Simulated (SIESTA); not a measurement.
The system is Hf2Pd2Se2Br2O3.

```
CELL_PARAMETERS angstrom
7.58666 -1.70971 -1.17576
7.58666 1.70971 -1.17576
-2.02446 0.00000 13.05155
ATOMIC_POSITIONS crystal
Hf 0.94514 0.94514 0.06144
Hf 0.60628 0.60628 0.28309
Pd 0.17920 0.17920 0.50964
Pd 0.32286 0.32286 0.74307
Se 0.92232 0.92232 0.84566
Se 0.78991 0.78991 0.58800
Br 0.58645 0.58645 0.04520
Br 0.24604 0.24604 0.28651
O 0.59701 0.59701 0.42127
O 0.38554 0.38554 0.07302
O 0.03094 0.03094 0.22169
```

The cell was built by a generator and needn't be a form met in nature.

Base run:

| Property | Result |
| --- | --- |
| Program | SIESTA 5.4.2 |
| Functional | PBE |
| Potentials or basis | PseudoDojo 0.4 standard (PBE files) |
| Basis | DZP (energy shift 0.003 Ry; two zetas on semicore shells) |
| Grid cutoff | 800 Ry |
| Energy shift | 0.003 Ry |
| k mesh | 8 × 8 × 2 |
| Occupations | fermi-dirac, width 0.05 eV |
| Spin | no spin polarisation |
| Hubbard terms | Hf d U = 6 eV, Pd d U = 6 eV |

Its results: band gap on the k mesh 1.27 eV, indirect (least direct gap 1.31 eV); pressure 4.1 GPa; largest force 1.422 eV/Å.

Q: The run is repeated on the same cell with these changes: hubbard terms from Hf d U = 6 eV, Pd d U = 6 eV to none. What comes out?

A: Band gap on the k mesh 0.81 eV, indirect (least direct gap 0.85 eV); pressure 1.6 GPa; largest force 0.848 eV/Å.

The U term pushes filled and empty states of the shell apart.

Caveats: short orbitals over semicore shells can move pressures by several GPa; spin-orbit coupling is left out, which moves the levels of the heavy elements; the basis of atomic orbitals isn't converged, which shifts pressures, moduli and gaps; forces of over 1 eV/Å show positions far from the minimum, so gaps and moduli don't describe the material at rest (some runs).

A k mesh can miss the band edges.
